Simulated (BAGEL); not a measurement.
**HF/def2-SVPD (density fitting with qzvpp-jkfit) run of BAsH6 (SMILES [H]B([H])([H])<-[AsH3])**

What is the vertical electron affinity of BAsH6 at HF/def2-SVPD (density fitting with qzvpp-jkfit)? 

The calculation is run with BAGEL 1.2.2.

6 further runs of the same task are left out: 5 that didn't finish, 1 set aside as unsound or not needed. Runs told in other sessions of the task aren't counted.

**1. The molecule**

BAsH6: 8 atoms, total charge 0, spin state singlet. SMILES: `[H]B([H])([H])<-[AsH3]`. Geometry: a GFN2-xTB relaxation, a rough one for these elements and not checked as a minimum.

Bond lengths: B1–As2 2.060 Å, As2–H3 1.485 Å, As2–H4 1.486 Å, As2–H5 1.487 Å, B1–H6 1.190 Å, B1–H7 1.190 Å, B1–H8 1.190 Å. Some angles: B1–As2–H3 122.7°, B1–As2–H4 122.3°, B1–As2–H5 122.7°, As2–B1–H6 103.9°, As2–B1–H7 103.9°, As2–B1–H8 103.8°, H3–As2–H4 93.8°, H3–As2–H5 93.8°, H4–As2–H5 93.7°, H6–B1–H7 114.5°.

**2. A single-point energy at HF/def2-SVPD (density fitting with qzvpp-jkfit)**

Contents of input.json:

```json
{ "bagel" : [

{
  "title" : "molecule",
  "basis" : "def2-svpd.json",
  "df_basis" : "qzvpp-jkfit",
  "angstrom" : "true",
  "geometry" : [
    { "atom" : "B", "xyz" : [      -0.003620,       0.010920,      -1.223260 ] },
    { "atom" : "As", "xyz" : [       0.002220,      -0.004940,       0.837070 ] },
    { "atom" : "H", "xyz" : [       0.728520,       1.008170,       1.644960 ] },
    { "atom" : "H", "xyz" : [       0.529440,      -1.151620,       1.621530 ] },
    { "atom" : "H", "xyz" : [      -1.241990,       0.099080,       1.644020 ] },
    { "atom" : "H", "xyz" : [       1.147680,      -0.073010,      -1.512970 ] },
    { "atom" : "H", "xyz" : [      -0.506800,       1.053740,      -1.498970 ] },
    { "atom" : "H", "xyz" : [      -0.655450,      -0.942340,      -1.512390 ] }
  ]
},

{ "title" : "hf" },

{ "title" : "print", "file" : "orbitals.molden", "orbitals" : "true" }

]}
```

The basis set def2-SVPD is read from a file made from the Basis Set Exchange's data (not shown).

The run is started by

```console
$ BAGEL_NUM_THREADS=1 BAGEL input.json > input.out
```

The log of the run:

```text
* using 1 threads per process

  ===============================================================
  ===============================================================

  *** Geometry ***

  { "atom" : "B", "xyz" : [     -0.006841,      0.020636,     -2.311626 ] },
  { "atom" : "As", "xyz" : [      0.004195,     -0.009335,      1.581833 ] },
  { "atom" : "H", "xyz" : [      1.376703,      1.905165,      3.108524 ] },
  { "atom" : "H", "xyz" : [      1.000497,     -2.176246,      3.064248 ] },
  { "atom" : "H", "xyz" : [     -2.347021,      0.187234,      3.106748 ] },
  { "atom" : "H", "xyz" : [      2.168801,     -0.137969,     -2.859099 ] },
  { "atom" : "H", "xyz" : [     -0.957713,      1.991280,     -2.832643 ] },
  { "atom" : "H", "xyz" : [     -1.238621,     -1.780765,     -2.858003 ] },

  Number of auxiliary basis functions:      449

  Since a DF basis is specified, we compute 2- and 3-index integrals:
    o Being stored without compression. Storage requirement is 0.040 GB

  Number of basis functions:      106
  Number of electrons      :       44

    * METHOD: MOLECULE                             0.17

  *** RHF ***

  === Nuclear Repulsion ===
   109.7477798532

      * DIIS with orbital gradients will be used.

  === RHF iteration (def2-svpd.json) ===
      0      -2261.92194724          0.01361632           0.05
      1      -2262.01711465          0.00487208           0.05
      2      -2262.02858440          0.00124078           0.05
      3      -2262.02969919          0.00032408           0.05
      4      -2262.02975615          0.00007542           0.05
      5      -2262.02976025          0.00001554           0.05
      6      -2262.02976045          0.00000370           0.05
      7      -2262.02976046          0.00000075           0.05
      8      -2262.02976046          0.00000019           0.05
      9      -2262.02976046          0.00000006           0.05
     10      -2262.02976046          0.00000002           0.05
     11      -2262.02976046          0.00000000           0.05
    * SCF iteration converged.

    * Permanent dipole moment:
           (   -0.004761,     0.010823,    -1.564107) a.u.

    * METHOD: HF                                   0.80

    * METHOD: PRINT                                0.01

  ===============================================================
```

Wall time 1.1 s (1 thread of Intel Xeon 6975P-C (Granite Rapids), shared host); peak memory 0.14 GiB.

**3. The doublet anion at the same level**

Contents of hf.json:

```json
{ "bagel" : [

{
  "title" : "molecule",
  "basis" : "def2-svpd.json",
  "df_basis" : "qzvpp-jkfit",
  "angstrom" : "true",
  "geometry" : [
    { "atom" : "B", "xyz" : [   -0.003620,    0.010920,   -1.223260 ] },
    { "atom" : "As", "xyz" : [    0.002220,   -0.004940,    0.837070 ] },
    { "atom" : "H", "xyz" : [    0.728520,    1.008170,    1.644960 ] },
    { "atom" : "H", "xyz" : [    0.529440,   -1.151620,    1.621530 ] },
    { "atom" : "H", "xyz" : [   -1.241990,    0.099080,    1.644020 ] },
    { "atom" : "H", "xyz" : [    1.147680,   -0.073010,   -1.512970 ] },
    { "atom" : "H", "xyz" : [   -0.506800,    1.053740,   -1.498970 ] },
    { "atom" : "H", "xyz" : [   -0.655450,   -0.942340,   -1.512390 ] }
  ]
},
{
  "title" : "uhf",
  "charge" : -1,
  "nopen" : 1
},
{
  "title" : "print",
  "file" : "orbitals.molden",
  "orbitals" : "true"
}

]}
```

The basis set def2-SVPD is read from a file made from the Basis Set Exchange's data (not shown).

The run is started by

```console
$ BAGEL_NUM_THREADS=1 BAGEL hf.json > hf.out
```

The log of the run:

```text
* using 1 threads per process

  ===============================================================
  ===============================================================

  *** Geometry ***

  { "atom" : "B", "xyz" : [     -0.006841,      0.020636,     -2.311626 ] },
  { "atom" : "As", "xyz" : [      0.004195,     -0.009335,      1.581833 ] },
  { "atom" : "H", "xyz" : [      1.376703,      1.905165,      3.108524 ] },
  { "atom" : "H", "xyz" : [      1.000497,     -2.176246,      3.064248 ] },
  { "atom" : "H", "xyz" : [     -2.347021,      0.187234,      3.106748 ] },
  { "atom" : "H", "xyz" : [      2.168801,     -0.137969,     -2.859099 ] },
  { "atom" : "H", "xyz" : [     -0.957713,      1.991280,     -2.832643 ] },
  { "atom" : "H", "xyz" : [     -1.238621,     -1.780765,     -2.858003 ] },

  Number of auxiliary basis functions:      449

  Since a DF basis is specified, we compute 2- and 3-index integrals:
    o Being stored without compression. Storage requirement is 0.040 GB

  Number of basis functions:      106
  Number of electrons      :       44

    * METHOD: MOLECULE                             0.17

  *** Open-shell HF ***

  === Nuclear Repulsion ===
   109.7477798532

      * DIIS with orbital gradients will be used.

  === UHF iteration (def2-svpd.json) ===
      0      -2261.75814533          0.03106798           0.11
      1      -2261.89815459          0.01754858           0.11
      2      -2261.93203726          0.00626791           0.11
      3      -2261.94131125          0.00192551           0.11
      4      -2261.94499868          0.00077646           0.12
      5      -2261.94669289          0.00057907           0.11
      6      -2261.94927627          0.00042967           0.11
      7      -2261.95026322          0.00038823           0.11
      8      -2261.95214660          0.00032888           0.11
      9      -2261.95279642          0.00021704           0.11
     10      -2261.95341566          0.00050921           0.11
     11      -2261.95345195          0.00010043           0.11
     12      -2261.95349733          0.00003458           0.11
     13      -2261.95351240          0.00002718           0.11
     14      -2261.95351583          0.00001145           0.11
     15      -2261.95351786          0.00000923           0.11
     16      -2261.95351865          0.00000488           0.12
     17      -2261.95351905          0.00000150           0.11
     18      -2261.95351907          0.00000082           0.11
     19      -2261.95351908          0.00000020           0.11
     20      -2261.95351908          0.00000008           0.10
     21      -2261.95351908          0.00000003           0.11
     22      -2261.95351908          0.00000001           0.11
    * SCF iteration converged.

    * S^2 (UHF) is 0.7523

    * Permanent dipole moment:
           (   -0.003302,     0.006548,    -0.672833) a.u.

    * METHOD: UHF                                  2.73

    * METHOD: PRINT                                0.01

  ===============================================================
```

It took 3.3 s on 1 thread of Intel Xeon 6975P-C (Granite Rapids), shared host; peak memory 0.14 GiB.

**4. Outcome**

At HF/def2-SVPD (density fitting with qzvpp-jkfit):

| quantity | value |
| --- | --- |
| singlet BAsH6: total energy | -2262.02976 Eh |
| singlet BAsH6: dipole moment | 3.98 D |
| singlet BAsH6: HOMO energy | -11.87 eV |
| singlet BAsH6: LUMO energy | 2.16 eV |
| singlet BAsH6: HOMO–LUMO gap | 14.03 eV |
| doublet anion: total energy | -2261.95352 Eh |
| doublet anion: ⟨S²⟩ | 0.752 |
| vertical electron affinity (to the doublet anion) | -2.075 eV |

In words: The anion lies 2.07 eV (200 kJ/mol) above the neutral: the electron isn't bound at this level, and such a value depends on the basis. Hartree–Fock misses the correlation that binds many anions.
